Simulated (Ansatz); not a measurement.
# C3H8OSi: rotation by 120° about the C1–C2 bond

Aim: the minimum-energy path and barrier of the rotation by 120° about the C1–C2 bond. The ends are relaxed first, then joined by a nudged elastic band. SMILES of the start: CC=C[SiH2]O.

All numbers below are computed with Ansatz 0.2.0 (RKS PBE0-D4/def2-mTZVP).

**1. The system as given**

Bond lengths: C1–C2 1.452 Å, C2–C3 1.319 Å, C3–Si4 1.888 Å, Si4–O5 1.630 Å, C1–H6 1.061 Å, C1–H7 1.134 Å, C1–H8 1.107 Å, C2–H9 1.054 Å, C3–H10 1.123 Å, Si4–H11 1.437 Å, Si4–H12 1.503 Å, O5–H13 0.987 Å. Angles (14 of 19 angles, heavy atoms first): C1–C2–C3 121.9°, C2–C3–Si4 127.4°, C3–Si4–O5 110.9°, C1–C2–H9 116.6°, C3–C2–H9 121.5°, C2–C1–H6 118.0°, C2–C1–H7 110.3°, C2–C1–H8 109.5°, C2–C3–H10 121.0°, Si4–C3–H10 111.4°, C3–Si4–H11 109.1°, C3–Si4–H12 105.4°, O5–Si4–H11 113.5°, O5–Si4–H12 108.6°.

As a file:

```xyz
13

C    -1.4679    1.3175    0.9686
C    -0.6728    0.5648    0.0144
C     0.0701   -0.4616    0.3819
Si    1.2378   -1.4759   -0.7000
O     1.8558   -0.5647   -1.9025
H    -1.4318    1.0248    1.9879
H    -1.1891    2.4165    0.9341
H    -2.5285    1.3135    0.6516
H    -0.7106    0.8860   -0.9887
H     0.1431   -0.7661    1.4599
H     2.2397   -2.0852    0.1309
H     0.3855   -2.5556   -1.3062
H     2.0890    0.3512   -1.6170
```

**2. Relaxing end A**

input.yaml reads:

```yaml
crystal:
  periodic: [false, false, false]
  atoms:
    - { symbol: C, position_ang: [-1.4679, 1.3175, 0.9686] }
    - { symbol: C, position_ang: [-0.6728, 0.5648, 0.0144] }
    - { symbol: C, position_ang: [0.0701, -0.4616, 0.3819] }
    - { symbol: Si, position_ang: [1.2378, -1.4759, -0.7] }
    - { symbol: O, position_ang: [1.8558, -0.5647, -1.9025] }
    - { symbol: H, position_ang: [-1.4318, 1.0248, 1.9879] }
    - { symbol: H, position_ang: [-1.1891, 2.4165, 0.9341] }
    - { symbol: H, position_ang: [-2.5285, 1.3135, 0.6516] }
    - { symbol: H, position_ang: [-0.7106, 0.886, -0.9887] }
    - { symbol: H, position_ang: [0.1431, -0.7661, 1.4599] }
    - { symbol: H, position_ang: [2.2397, -2.0852, 0.1309] }
    - { symbol: H, position_ang: [0.3855, -2.5556, -1.3062] }
    - { symbol: H, position_ang: [2.089, 0.3512, -1.617] }
basis:
  gaussian: { orbitals: def2-mTZVP }
hamiltonian:
  xc: pbe0
  dispersion: d4
relax:
  f_tol: 0.015
  max_steps: 40
```

Run with:

```
ansatz run input.yaml --threads 2 --pin off --max-ram 3072MiB --backend cpu --events-out ev --progress --plain --runs-dir out
```

The log of the run (excerpt; [...] marks lines left out):

```text
Warning: RAYON_NUM_THREADS=2 ignored (pool sized by the plan → 2); use --threads N
[...]
Functional definition: PBE0
[...]
1305 factors; integrals over basis functions are off by at most 5.7e-4 eV
[...]
mean field -13158.60312076 eV, -483.5697454665 hartree, gradient 7.1e-5 eV, S^2 0.000000; 0 other end points of the search recorded, 0 dependent functions left out
[...]
reference -13158.60315637 eV, -483.5697467751 hartree; 24, 24 occupied and 103, 103 virtual orbitals, 1305 factors
relax step   1: F+E_penalty+E_count = -13158.81487041 eV  Δ(F+E_penalty+E_count) = +0.000e0 eV  max|allowed force component| = 2.650e0 eV/Å  Δτ_max = 0.0000 Å  (26 SCF iters, accepted)
[...]
relax step   4: F+E_penalty+E_count = -13159.11532012 eV  Δ(F+E_penalty+E_count) = -1.347e-2 eV  max|allowed force component| = 1.636e-1 eV/Å  Δτ_max = 0.0614 Å  (31 SCF iters, accepted)
[...]
relax step   7: F+E_penalty+E_count = -13159.11430407 eV  Δ(F+E_penalty+E_count) = +1.172e-2 eV  max|allowed force component| = 2.641e-1 eV/Å  Δτ_max = 0.0876 Å  (31 SCF iters, rejected (line search))
[...]
relax step  10: F+E_penalty+E_count = -13159.13275601 eV  Δ(F+E_penalty+E_count) = -1.614e-3 eV  max|allowed force component| = 1.539e-1 eV/Å  Δτ_max = 0.0156 Å  (25 SCF iters, accepted)
[...]
relax step  13: F+E_penalty+E_count = -13159.13509144 eV  Δ(F+E_penalty+E_count) = -5.762e-4 eV  max|allowed force component| = 4.396e-2 eV/Å  Δτ_max = 0.0413 Å  (31 SCF iters, accepted)
[...]
mean field -13158.92387096 eV, -483.5815328188 hartree, gradient 2.2e-5 eV, S^2 0.000000; 1 other end points of the search recorded, 0 dependent functions left out
[...]
reference -13158.92390637 eV, -483.5815341200 hartree; 24, 24 occupied and 103, 103 virtual orbitals, 1305 factors
Total energy: -13159.13537973 eV, -483.5893056228 hartree
Atom 0 at    -1.502677     1.382283     0.972758 Å, force    -0.003244     0.002635     0.001560 eV/Å
Atom 1 at    -0.572355     0.594515     0.116325 Å, force     0.000926     0.003700     0.005099 eV/Å
Atom 2 at     0.040903    -0.537257     0.465159 Å, force     0.000706    -0.004695    -0.006243 eV/Å
Atom 3 at     1.190776    -1.456713    -0.667514 Å, force     0.002096     0.008458    -0.001270 eV/Å
Atom 4 at     1.540041    -0.564709    -2.024161 Å, force    -0.009409    -0.009606     0.002266 eV/Å
Atom 5 at    -1.631938     0.925364     1.955698 Å, force     0.000276     0.005498    -0.010798 eV/Å
Atom 6 at    -1.135610     2.404534     1.112732 Å, force    -0.003811    -0.010048    -0.001009 eV/Å
Atom 7 at    -2.486697     1.468283     0.499901 Å, force     0.008745     0.000437     0.005488 eV/Å
Atom 8 at    -0.397524     0.998782    -0.881862 Å, force    -0.002750    -0.002308     0.004094 eV/Å
Atom 9 at    -0.144813    -0.933954     1.465184 Å, force     0.000774     0.001970    -0.003499 eV/Å
Atom 10 at     2.435514    -1.807799     0.078736 Å, force    -0.000556    -0.000753    -0.000373 eV/Å
Atom 11 at     0.577366    -2.709471    -1.178045 Å, force     0.001160     0.001165     0.000886 eV/Å
Atom 12 at     2.107313     0.201344    -1.900012 Å, force     0.005088     0.003547     0.003799 eV/Å
Dipole moment:    -0.029847     0.345029     0.240036 e Å
```

Run time: 54 s. Hardware: 2 threads of Arm Neoverse V2, shared host; peak memory 0.29 GiB.

The steps of the relaxation:

```
step  energy from step 1 (eV)  largest force component (eV/Å)
   1                   0.0000                          2.6502
   2                  -0.2410                          1.0573
   3                  -0.2870                          0.2303
   4                  -0.3005                          0.1636
   5                  -0.3077                          0.1029
   6                  -0.3112                          0.1398
  7x                  -0.2994                          0.2641
   8                  -0.3138                          0.1254
   9                  -0.3163                          0.2878
  10                  -0.3179                          0.1539
  11                  -0.3196                          0.0678
  12                  -0.3196                          0.0602
  13                  -0.3202                          0.0440
  14                  -0.3204                          0.0318
  15                  -0.3205                          0.0108
```

Step 1 is the start. 1 step was tried and not accepted (marked x).

After: Bond lengths: C1–C2 1.490 Å, C2–C3 1.334 Å, C3–Si4 1.858 Å, Si4–O5 1.661 Å, C1–H6 1.092 Å, C1–H7 1.095 Å, C1–H8 1.095 Å, C2–H9 1.091 Å, C3–H10 1.092 Å, Si4–H11 1.493 Å, Si4–H12 1.485 Å, O5–H13 0.961 Å. Angles (14 of 19 angles, heavy atoms first): C1–C2–C3 125.8°, C2–C3–Si4 123.0°, C3–Si4–O5 111.2°, C1–C2–H9 115.5°, C3–C2–H9 118.7°, C2–C1–H6 111.7°, C2–C1–H7 111.0°, C2–C1–H8 110.8°, C2–C3–H10 118.0°, Si4–C3–H10 118.9°, C3–Si4–H11 109.1°, C3–Si4–H12 111.8°, O5–Si4–H11 111.1°, O5–Si4–H12 105.0°.

**3. Relaxing end B**

The second end starts from a geometry with the move made by hand.

input.yaml reads:

```yaml
crystal:
  periodic: [false, false, false]
  atoms:
    - { symbol: C, position_ang: [-1.4679, 1.3175, 0.9686] }
    - { symbol: C, position_ang: [-0.6728, 0.5648, 0.0144] }
    - { symbol: C, position_ang: [0.27727, 1.13292, -0.70328] }
    - { symbol: Si, position_ang: [1.32535, 0.33327, -2.05417] }
    - { symbol: O, position_ang: [0.49699, -0.85091, -2.80897] }
    - { symbol: H, position_ang: [-1.4318, 1.0248, 1.9879] }
    - { symbol: H, position_ang: [-1.1891, 2.4165, 0.9341] }
    - { symbol: H, position_ang: [-2.5285, 1.3135, 0.6516] }
    - { symbol: H, position_ang: [-0.89937, -0.45975, -0.08443] }
    - { symbol: H, position_ang: [0.47866, 2.23467, -0.62758] }
    - { symbol: H, position_ang: [1.80548, 1.35444, -2.9442] }
    - { symbol: H, position_ang: [2.49718, -0.28115, -1.34077] }
    - { symbol: H, position_ang: [-0.45162, -0.62521, -2.96378] }
basis:
  gaussian: { orbitals: def2-mTZVP }
hamiltonian:
  xc: pbe0
  dispersion: d4
relax:
  f_tol: 0.015
  max_steps: 40
```

Run with:

```
ansatz run input.yaml --threads 2 --pin off --max-ram 3072MiB --backend cpu --events-out ev --progress --plain --runs-dir out
```

The log of the run (excerpt; [...] marks lines left out):

```text
Warning: RAYON_NUM_THREADS=2 ignored (pool sized by the plan → 2); use --threads N
[...]
Functional definition: PBE0
[...]
1305 factors; integrals over basis functions are off by at most 5.5e-4 eV
[...]
mean field -13158.58138641 eV, -483.5689467436 hartree, gradient 6.9e-5 eV, S^2 0.000000; 0 other end points of the search recorded, 0 dependent functions left out
[...]
reference -13158.58142175 eV, -483.5689480424 hartree; 24, 24 occupied and 103, 103 virtual orbitals, 1305 factors
relax step   1: F+E_penalty+E_count = -13158.79355305 eV  Δ(F+E_penalty+E_count) = +0.000e0 eV  max|allowed force component| = 2.652e0 eV/Å  Δτ_max = 0.0000 Å  (26 SCF iters, accepted)
[...]
relax step   4: F+E_penalty+E_count = -13159.11263155 eV  Δ(F+E_penalty+E_count) = -1.623e-2 eV  max|allowed force component| = 1.550e-1 eV/Å  Δτ_max = 0.0573 Å  (31 SCF iters, accepted)
[...]
Atom 3 at     1.314158     0.346947    -2.005048 Å, force     0.001817    -0.005432    -0.000528 eV/Å
Atom 4 at     0.521098    -1.026804    -2.497374 Å, force    -0.011608     0.013237    -0.004735 eV/Å
Atom 5 at    -1.530137     0.773740     1.888100 Å, force    -0.003115     0.008044    -0.008667 eV/Å
Atom 6 at    -1.145830     2.369245     1.216422 Å, force    -0.005216    -0.010680    -0.001772 eV/Å
Atom 7 at    -2.572499     1.473073     0.662420 Å, force     0.010366    -0.000086     0.002813 eV/Å
Atom 8 at    -1.044922    -0.279621    -0.381379 Å, force     0.000855     0.001492     0.001042 eV/Å
Atom 9 at     0.683349     2.234437    -0.378849 Å, force    -0.001559    -0.000339    -0.001835 eV/Å
Atom 10 at     1.543674     1.273876    -3.152955 Å, force     0.000789    -0.000232     0.000792 eV/Å
Atom 11 at     2.632144    -0.125523    -1.509100 Å, force    -0.000661     0.000191    -0.001879 eV/Å
Atom 12 at    -0.279508    -0.895063    -3.013718 Å, force     0.012063    -0.007395     0.004729 eV/Å
Dipole moment:    -0.362172     0.204504     0.073986 e Å
```

Run time: 55 s. Hardware: 2 threads of Arm Neoverse V2, shared host; peak memory 0.3 GiB.

Relaxation path:

| step | energy from step 1 (eV) | largest force component (eV/Å) |
| --- | --- | --- |
| 1 | 0.0000 | 2.6524 |
| 2 | -0.2535 | 0.9557 |
| 3 | -0.3028 | 0.3533 |
| 4 | -0.3191 | 0.1550 |
| 5 | -0.3231 | 0.2122 |
| 6 | -0.3298 | 0.1200 |
| 7 | -0.3327 | 0.2184 |
| 8x | -0.2792 | 0.9814 |
| 9 | -0.3381 | 0.0849 |
| 10 | -0.3393 | 0.0891 |
| 11 | -0.3400 | 0.0918 |
| 12 | -0.3410 | 0.0648 |
| 13 | -0.3414 | 0.0381 |
| 14 | -0.3416 | 0.0252 |
| 15 | -0.3418 | 0.0132 |

Step 1 is the start. 1 step was tried and not accepted (marked x).

After: Bond lengths: C1–C2 1.490 Å, C2–C3 1.334 Å, C3–Si4 1.857 Å, Si4–O5 1.661 Å, C1–H6 1.095 Å, C1–H7 1.092 Å, C1–H8 1.095 Å, C2–H9 1.091 Å, C3–H10 1.092 Å, Si4–H11 1.493 Å, Si4–H12 1.485 Å, O5–H13 0.962 Å. Angles (14 of 19 angles, heavy atoms first): C1–C2–C3 125.8°, C2–C3–Si4 123.0°, C3–Si4–O5 111.2°, C1–C2–H9 115.5°, C3–C2–H9 118.7°, C2–C1–H6 110.7°, C2–C1–H7 111.7°, C2–C1–H8 111.0°, C2–C3–H10 118.0°, Si4–C3–H10 119.0°, C3–Si4–H11 109.1°, C3–Si4–H12 111.8°, O5–Si4–H11 111.0°, O5–Si4–H12 105.0°.

**4. Nudged elastic band**

crystal.atoms is end A as relaxed above, and neb.final_atoms is end B, turned to lie on A. With 9 inner images the band has 11 in all.

input.yaml reads:

```yaml
crystal:
  periodic: [false, false, false]
  atoms:
    - { symbol: C, position_ang: [-1.502677, 1.382283, 0.972758] }
    - { symbol: C, position_ang: [-0.572355, 0.594515, 0.116325] }
    - { symbol: C, position_ang: [0.040903, -0.537257, 0.465159] }
    - { symbol: Si, position_ang: [1.190776, -1.456713, -0.667514] }
    - { symbol: O, position_ang: [1.540041, -0.564709, -2.024161] }
    - { symbol: H, position_ang: [-1.631938, 0.925364, 1.955698] }
    - { symbol: H, position_ang: [-1.13561, 2.404534, 1.112732] }
    - { symbol: H, position_ang: [-2.486697, 1.468283, 0.499901] }
    - { symbol: H, position_ang: [-0.397524, 0.998782, -0.881862] }
    - { symbol: H, position_ang: [-0.144813, -0.933954, 1.465184] }
    - { symbol: H, position_ang: [2.435514, -1.807799, 0.078736] }
    - { symbol: H, position_ang: [0.577366, -2.709471, -1.178045] }
    - { symbol: H, position_ang: [2.107313, 0.201344, -1.900012] }
basis:
  gaussian: { orbitals: def2-mTZVP }
hamiltonian:
  xc: pbe0
  dispersion: d4
neb:
  order_check: false
  images: 9
  f_tol: 0.05
  max_iterations: 40
  initial_path: idpp
  final_atoms:
    - { symbol: C, position_ang: [-1.52092385, 1.36643425, 0.96471545] }
    - { symbol: C, position_ang: [-0.61148676, 0.55440485, 0.10872308] }
    - { symbol: C, position_ang: [0.1397312, -0.46873094, 0.51838844] }
    - { symbol: Si, position_ang: [1.25201625, -1.42666006, -0.61929484] }
    - { symbol: O, position_ang: [1.36623815, -0.6945147, -2.10571248] }
    - { symbol: H, position_ang: [-2.55214252, 1.3061808, 0.60083815] }
    - { symbol: H, position_ang: [-1.50283145, 1.03273603, 2.00392534] }
    - { symbol: H, position_ang: [-1.24369971, 2.42550742, 0.93693634] }
    - { symbol: H, position_ang: [-0.57950794, 0.83923879, -0.94389997] }
    - { symbol: H, position_ang: [0.09563863, -0.74719663, 1.57300576] }
    - { symbol: H, position_ang: [2.59695977, -1.56663763, 0.01402865] }
    - { symbol: H, position_ang: [0.71807761, -2.78436504, -0.89826822] }
    - { symbol: H, position_ang: [1.86222961, 0.12880486, -2.13848669] }
```

Run with:

```
ansatz run input.yaml --threads 2 --pin off --max-ram 3072MiB --backend cpu --events-out ev --progress --plain --runs-dir out
```

The log of the run (excerpt; [...] marks lines left out):

```text
Warning: RAYON_NUM_THREADS=2 ignored (pool sized by the plan → 2); use --threads N
[...]
Functional definition: PBE0
[...]
1308 factors; integrals over basis functions are off by at most 4.9e-4 eV
[...]
mean field -13158.92387201 eV, -483.5815328575 hartree, gradient 6.5e-5 eV, S^2 0.000000; 0 other end points of the search recorded, 0 dependent functions left out
[...]
reference -13158.92390734 eV, -483.5815341559 hartree; 24, 24 occupied and 103, 103 virtual orbitals, 1308 factors
1308 factors; integrals over basis functions are off by at most 7.9e-4 eV
[...]
mean field -13158.92380765 eV, -483.5815304924 hartree, gradient 6.5e-5 eV, S^2 0.000000; 0 other end points of the search recorded, 0 dependent functions left out
[...]
reference -13158.92384329 eV, -483.5815318019 hartree; 24, 24 occupied and 103, 103 virtual orbitals, 1308 factors
[...]
Atom 3 at     1.313198    -1.368369    -0.619475 Å, force     0.000137    -0.000553    -0.002684 eV/Å
Atom 4 at     1.257680    -0.747740    -2.158717 Å, force     0.000855     0.000674     0.004499 eV/Å
Atom 5 at    -2.229736     0.672036     1.551485 Å, force    -0.000342     0.000410    -0.000266 eV/Å
Atom 6 at    -0.985884     1.904893     1.711363 Å, force    -0.000421     0.000228    -0.000478 eV/Å
Atom 7 at    -2.169369     2.013224     0.408019 Å, force    -0.000777     0.000781    -0.000316 eV/Å
Atom 8 at    -0.709027     0.712804    -0.964578 Å, force     0.000032    -0.000009     0.000018 eV/Å
Atom 9 at     0.268386    -0.611748     1.602391 Å, force    -0.000709     0.000118     0.000266 eV/Å
Atom 10 at     2.707880    -1.355241    -0.086077 Å, force    -0.000037     0.000114    -0.000244 eV/Å
Atom 11 at     0.875255    -2.780971    -0.757461 Å, force     0.000503    -0.000016     0.000264 eV/Å
Atom 12 at     1.682874     0.104285    -2.291656 Å, force    -0.000379    -0.000873    -0.002049 eV/Å
Dipole moment:    -0.049692     0.374042     0.195229 e Å
this run last wrote the band of iteration 6 to <dir>
```

It took 3.7 min on 2 threads of Arm Neoverse V2, shared host; peak memory 0.3 GiB.

**5. Images and barrier**

Images 0 and 10 are the ends. Energies count from image 0; the path length is the program's own measure over all atoms.

| image | path (Å) | energy (eV) | dihedral H8–C1–C2–C3 (°) | band force (eV/Å) |
| --- | --- | --- | --- | --- |
| 0 | 0.000 | 0.0000 | -121 | - |
| 1 | 0.361 | 0.0037 | -128 | 0.022 |
| 2 | 0.721 | 0.0187 | -139 | 0.026 |
| 3 | 1.081 | 0.0441 | -152 | 0.018 |
| 4 | 1.441 | 0.0687 | -166 | 0.015 |
| 5* | 1.801 | 0.0789 | -180 | 0.004 |
| 6 | 2.154 | 0.0692 | 167 | 0.013 |
| 7 | 2.508 | 0.0451 | 153 | 0.023 |
| 8 | 2.862 | 0.0195 | 140 | 0.025 |
| 9 | 3.217 | 0.0042 | 129 | 0.018 |
| 10 | 3.572 | 0.0000 | 122 | - |

The star marks the climbing image.

image, energy (eV) and a bar:
```
        0      0.000 
        1      0.004 #
        2      0.019 #######
        3      0.044 #################
        4      0.069 ##########################
        5      0.079 ##############################
        6      0.069 ##########################
        7      0.045 #################
        8      0.019 #######
        9      0.004 ##
       10      0.000
```

The top of the band by iteration:

```csv
iteration,highest image above image 0 (eV),largest band force (eV/Å)
1,0.0894,0.506
2,0.0802,0.222
3,0.0790,0.128
4,0.0789,0.163
5,0.0789,0.101
6,0.0789,0.026
```

Positions of all images (Å):

```xyz
13
image=0 dE=0.0000
C    -1.503    1.382    0.973
C    -0.572    0.595    0.116
C     0.041   -0.537    0.465
Si    1.191   -1.457   -0.668
O     1.540   -0.565   -2.024
H    -1.632    0.925    1.956
H    -1.136    2.405    1.113
H    -2.487    1.468    0.500
H    -0.398    0.999   -0.882
H    -0.145   -0.934    1.465
H     2.436   -1.808    0.079
H     0.577   -2.709   -1.178
H     2.107    0.201   -1.900
13
image=1 dE=0.0037
C    -1.508    1.373    0.980
C    -0.570    0.593    0.123
C     0.043   -0.540    0.468
Si    1.216   -1.441   -0.654
O     1.455   -0.610   -2.071
H    -1.735    0.851    1.911
H    -1.083    2.350    1.231
H    -2.448    1.569    0.456
H    -0.386    1.008   -0.869
H    -0.151   -0.945    1.463
H     2.510   -1.657    0.059
H     0.674   -2.763   -1.061
H     2.003    0.178   -2.022
13
image=2 dE=0.0187
C    -1.519    1.360    0.982
C    -0.583    0.581    0.120
C     0.068   -0.526    0.481
Si    1.243   -1.424   -0.641
O     1.390   -0.653   -2.104
H    -1.862    0.776    1.838
H    -1.030    2.263    1.366
H    -2.394    1.695    0.419
H    -0.429    0.975   -0.885
H    -0.094   -0.909    1.490
H     2.572   -1.544    0.029
H     0.750   -2.787   -0.962
H     1.908    0.157   -2.117
13
image=3 dE=0.0441
C    -1.533    1.347    0.982
C    -0.602    0.563    0.113
C     0.110   -0.496    0.499
Si    1.268   -1.405   -0.631
O     1.339   -0.688   -2.127
H    -1.993    0.720    1.748
H    -0.997    2.153    1.493
H    -2.329    1.816    0.399
H    -0.506    0.910   -0.916
H     0.010   -0.833    1.533
H     2.624   -1.467   -0.008
H     0.801   -2.792   -0.883
H     1.827    0.139   -2.187
13
image=4 dE=0.0687
C    -1.545    1.334    0.982
C    -0.625    0.539    0.106
C     0.160   -0.457    0.516
Si    1.292   -1.387   -0.624
O     1.298   -0.718   -2.144
H    -2.114    0.686    1.653
H    -0.982    2.033    1.607
H    -2.254    1.922    0.397
H    -0.606    0.816   -0.948
H     0.136   -0.730    1.574
H     2.668   -1.409   -0.046
H     0.840   -2.788   -0.818
H     1.753    0.123   -2.241
13
image=5 dE=0.0789
C    -1.556    1.320    0.984
C    -0.647    0.515    0.105
C     0.212   -0.413    0.530
Si    1.313   -1.368   -0.619
O     1.258   -0.748   -2.159
H    -2.230    0.672    1.551
H    -0.986    1.905    1.711
H    -2.169    2.013    0.408
H    -0.709    0.713   -0.965
H     0.268   -0.612    1.602
H     2.708   -1.355   -0.086
H     0.875   -2.781   -0.757
H     1.683    0.104   -2.292
13
image=6 dE=0.0692
C    -1.564    1.305    0.990
C    -0.668    0.489    0.110
C     0.261   -0.367    0.538
Si    1.335   -1.349   -0.617
O     1.218   -0.780   -2.172
H    -2.336    0.677    1.445
H    -1.006    1.774    1.805
H    -2.074    2.092    0.433
H    -0.810    0.607   -0.964
H     0.390   -0.492    1.615
H     2.745   -1.299   -0.129
H     0.914   -2.771   -0.696
H     1.614    0.079   -2.343
13
image=7 dE=0.0451
C    -1.572    1.287    0.997
C    -0.687    0.462    0.119
C     0.309   -0.320    0.541
Si    1.357   -1.329   -0.615
O     1.182   -0.815   -2.184
H    -2.433    0.700    1.334
H    -1.045    1.637    1.887
H    -1.969    2.157    0.470
H    -0.902    0.503   -0.949
H     0.507   -0.366    1.613
H     2.781   -1.245   -0.173
H     0.952   -2.758   -0.636
H     1.542    0.052   -2.390
13
image=8 dE=0.0195
C    -1.580    1.269    1.006
C    -0.701    0.438    0.132
C     0.346   -0.280    0.541
Si    1.379   -1.306   -0.612
O     1.135   -0.859   -2.193
H    -2.519    0.743    1.213
H    -1.105    1.494    1.962
H    -1.851    2.212    0.523
H    -0.967    0.421   -0.926
H     0.596   -0.262    1.604
H     2.815   -1.171   -0.225
H     1.010   -2.744   -0.566
H     1.463    0.009   -2.444
13
image=9 dE=0.0042
C    -1.587    1.254    1.013
C    -0.708    0.422    0.143
C     0.368   -0.256    0.544
Si    1.403   -1.281   -0.609
O     1.076   -0.916   -2.196
H    -2.584    0.809    1.092
H    -1.180    1.356    2.021
H    -1.727    2.255    0.593
H    -0.998    0.373   -0.907
H     0.644   -0.204    1.598
H     2.846   -1.064   -0.290
H     1.104   -2.731   -0.484
H     1.365   -0.052   -2.503
13
image=10 dE=0.0000
C    -1.562    1.300    0.990
C    -0.660    0.493    0.122
C     0.253   -0.383    0.545
Si    1.342   -1.347   -0.610
O     1.198   -0.798   -2.171
H    -2.612    1.082    0.768
H    -1.387    1.103    2.050
H    -1.423    2.371    0.811
H    -0.781    0.646   -0.951
H     0.362   -0.530    1.622
H     2.756   -1.258   -0.138
H     0.953   -2.779   -0.667
H     1.581    0.065   -2.356
```

[end of part 1 of 2]
